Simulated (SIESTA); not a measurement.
Hf2Si under changes of volume

One of the cells (18.842 Å³/atom); the others are scaled copies at fixed shape and fractional positions:

```xyz
6
Lattice="-3.2970 3.2970 2.5999 3.2970 -3.2970 2.5999 3.2970 3.2970 -2.5999" Properties=species:S:1:pos:R:3 pbc="T T T"
Hf    4.3289    1.0319    0.0000
Hf    2.2652    1.0319    2.5999
Hf   -1.0319    2.2652    2.5999
Hf    1.0319    2.2652    0.0000
Si    0.0000    0.0000    3.8999
Si    0.0000    0.0000    1.3000
```

The cell comes from a database or a generator and needn't be the stable form of this composition.

```yaml
Program: SIESTA 5.4.2
Functional: PBEsol
Potentials_or_basis: PseudoDojo 0.4 standard (PBEsol files)
Basis: DZP (energy shift 0.003 Ry; two zetas on semicore shells)
Grid_cutoff: 800 Ry
Energy_shift: 0.003 Ry
k_mesh: 7 × 7 × 7
Occupations: fermi-dirac, width 0.05 eV
Spin: no spin polarisation
```

```csv
volume (Å³/atom),energy over the lowest point (meV/atom),pressure (GPa),largest force (eV/Å)
17.364,19.29,7.8,0.039
17.733,5.64,4.2,0.056
18.103,0.00,0.8,0.066
18.842,?,?,?
19.211,24.44,-7.4,0.078
19.581,44.30,-9.7,0.073
```

Q: What does the run at 18.842 Å³/atom give?

A: Energy over the lowest point 10.13 meV/atom; pressure -4.9 GPa; largest force 0.077 eV/Å.

Worked out: A Birch-Murnaghan fit of order 3 (a polynomial in V^(-2/3)) to the other rows has its minimum at 18.20 Å³/atom with B0 = V·E''(V) = 152 GPa and B' = 3.8 at fixed shape and positions, which overstates the stiffness. It gives 10.08 meV/atom at 18.842 Å³/atom, against the run's 10.13, and -dE/dV = -5.0 GPa, against -4.9.

Energies are extrapolated to zero smearing.

Caveats: short orbitals over semicore shells can move pressures by several GPa; the basis of atomic orbitals isn't converged, which shifts pressures, moduli and gaps.
